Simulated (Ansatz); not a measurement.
# Cl2F2H3NSi2: geometry optimisation

Aim: relax Cl2F2H3NSi2 from a cheap starting geometry.

Method: RKS PBE0-D4/def2-TZVP; program: Ansatz 0.2.0, Gaussian basis.

The runs, in order: relaxation at PBE0-D4/def2-TZVP.

1 further run of the same task is left out (set aside as unsound or not needed).

**1. The system as given**

10 atoms, charge 0, spin multiplicity 1.

Atoms are counted from 1 here; the program's logs count them from 0.

Bond lengths: F1–Si2 1.606 Å, Si2–N3 1.737 Å, Si2–H8 1.451 Å, Si2–H9 1.452 Å, N3–Si4 1.711 Å, N3–H10 1.008 Å, Si4–F5 1.610 Å, Si4–Cl6 1.991 Å, Si4–Cl7 1.994 Å. Angles: F1–Si2–N3 102.1°, F1–Si2–H8 107.0°, F1–Si2–H9 107.0°, N3–Si2–H8 111.3°, N3–Si2–H9 111.1°, H8–Si2–H9 117.1°, Si2–N3–Si4 128.0°, Si2–N3–H10 114.9°, Si4–N3–H10 117.1°, N3–Si4–F5 105.4°, N3–Si4–Cl6 110.6°, N3–Si4–Cl7 113.3°, F5–Si4–Cl6 108.4°, F5–Si4–Cl7 105.0°, Cl6–Si4–Cl7 113.5°.

The start is a GFN2-xTB geometry.

**2. Relaxation at PBE0-D4/def2-TZVP**

Input file in.yaml:

```yaml
crystal:
  periodic: [false, false, false]
  atoms:
    - {symbol: F, position_ang: [2.535200, -1.128720, -0.330150]}
    - {symbol: Si, position_ang: [0.943330, -1.264130, -0.168950]}
    - {symbol: N, position_ang: [0.458990, 0.389350, 0.051480]}
    - {symbol: Si, position_ang: [-1.129590, 1.014740, 0.168590]}
    - {symbol: F, position_ang: [-1.945520, -0.054080, 1.053930]}
    - {symbol: Cl, position_ang: [-1.126840, 2.757670, 1.130080]}
    - {symbol: Cl, position_ang: [-2.086950, 1.072760, -1.579820]}
    - {symbol: H, position_ang: [0.702720, -2.046660, 1.028600]}
    - {symbol: H, position_ang: [0.432800, -1.795330, -1.420430]}
    - {symbol: H, position_ang: [1.215860, 1.054390, 0.066670]}
basis:
  gaussian: {orbitals: def2-TZVP}
hamiltonian: {xc: pbe0, dispersion: d4}
relax: {f_tol: 0.005, max_steps: 150}
```

Started as:

```bash
$ ansatz run in.yaml --threads 2 --pin off --events-out ev --progress --plain --max-ram 31744MiB --backend cuda --devices 0, --max-vram 18GiB
```

Q: Predict the results of all the runs planned. Wanted: point group; shift from the start; total energy; dispersion term; dipole moment.

As calculated:

| quantity | value |
| --- | --- |
| point group | C1 |
| steps | 33 |
| shift from the start (rms) | 0.842 Å |
| total energy | -47764.5510 eV |
| dispersion term | -313 meV |
| dipole moment | 1.77 D |

What this shows: The relaxed geometry lies 0.84 Å (rms) from the start; the bond that changed most is Si4–Cl6, from 1.991 to 2.026 Å. No vibrations were run, so it is not proven to be a minimum. The largest Mulliken charge, +0.73 e, sits on Si4.
